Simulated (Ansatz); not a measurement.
# ClF2HO2W: basis-set convergence

One table from this session's results is given with a row withheld; the runs are named, their logs left out.

Method: one geometry, several basis sets; program: Ansatz 0.2.0, Gaussian basis.

Plan: PBE0-D4/def2-SVP; ωB97M-V/def2-SVP; PBE0-D4/def2-QZVPP; ωB97M-V/def2-QZVPP; the functionals' def2-TZVPP values are taken from earlier runs.

## Structure used throughout

The geometry comes from an earlier relaxation with PBE0-D4 in a triple-zeta def2 set; it is a stationary point, not always the lowest conformer. W takes the def2 core potential; no spin-orbit term is included.

SMILES `[O]=[W]([OH])([F])([F])[Cl]`, 7 atoms, charge 0, spin multiplicity 1.

Atoms are counted from 1 here; the program's logs count them from 0.

Bond lengths: O1–W2 1.675 Å, W2–O3 1.865 Å, W2–F4 1.853 Å, W2–F5 1.862 Å, W2–Cl6 2.304 Å, O3–H7 0.959 Å. Angles: O1–W2–O3 106.1°, O1–W2–F4 106.7°, O1–W2–F5 105.4°, O1–W2–Cl6 102.3°, O3–W2–F4 86.6°, O3–W2–F5 148.5°, O3–W2–Cl6 87.6°, F4–W2–F5 85.3°, F4–W2–Cl6 150.9°, F5–W2–Cl6 85.0°, W2–O3–H7 131.6°.

The first run:

Contents of in.yaml:

```yaml
crystal:
  periodic: [false, false, false]
  atoms:
    - {symbol: O, position_ang: [-1.765597, -0.297297, 0.322262]}
    - {symbol: W, position_ang: [-0.249506, 0.041835, -0.303265]}
    - {symbol: O, position_ang: [0.965909, -0.919034, 0.734009]}
    - {symbol: F, position_ang: [0.069017, -1.207581, -1.634124]}
    - {symbol: F, position_ang: [-0.548927, 1.229905, -1.704821]}
    - {symbol: Cl, position_ang: [0.363609, 1.916505, 0.887622]}
    - {symbol: H, position_ang: [1.226795, -0.832432, 1.652616]}
basis:
  gaussian: {orbitals: def2-SVP}
hamiltonian: {xc: pbe0, dispersion: d4}
output: {orbitals: {seedname: orbitals}}
```

Started as:

```sh
$ ansatz run in.yaml --threads 4 --pin off --events-out ev --progress --plain --max-ram 10444MiB
```

Steps of the session up to this table: PBE0-D4 in def2-SVP; ωB97M-V in def2-SVP; PBE0-D4 in def2-QZVPP; ωB97M-V in def2-QZVPP.

One table of the session follows, with a row left open; its other results are not shown here.

It belongs to the step «Density functionals: the series». 

```
functional       basis  HOMO (eV)  LUMO (eV)
   PBE0-D4    def2-SVP      -9.55      -4.00
   PBE0-D4  def2-TZVPP          ?          ?
   PBE0-D4  def2-QZVPP      -9.57      -3.92
   ωB97M-V    def2-SVP     -11.76      -1.78
   ωB97M-V  def2-TZVPP     -11.80      -1.69
   ωB97M-V  def2-QZVPP     -11.83      -1.73
```

Q: Estimate the row for PBE0-D4, def2-TZVPP from the others.

**Answer.** HOMO (eV): -9.55; LUMO (eV): -3.89.
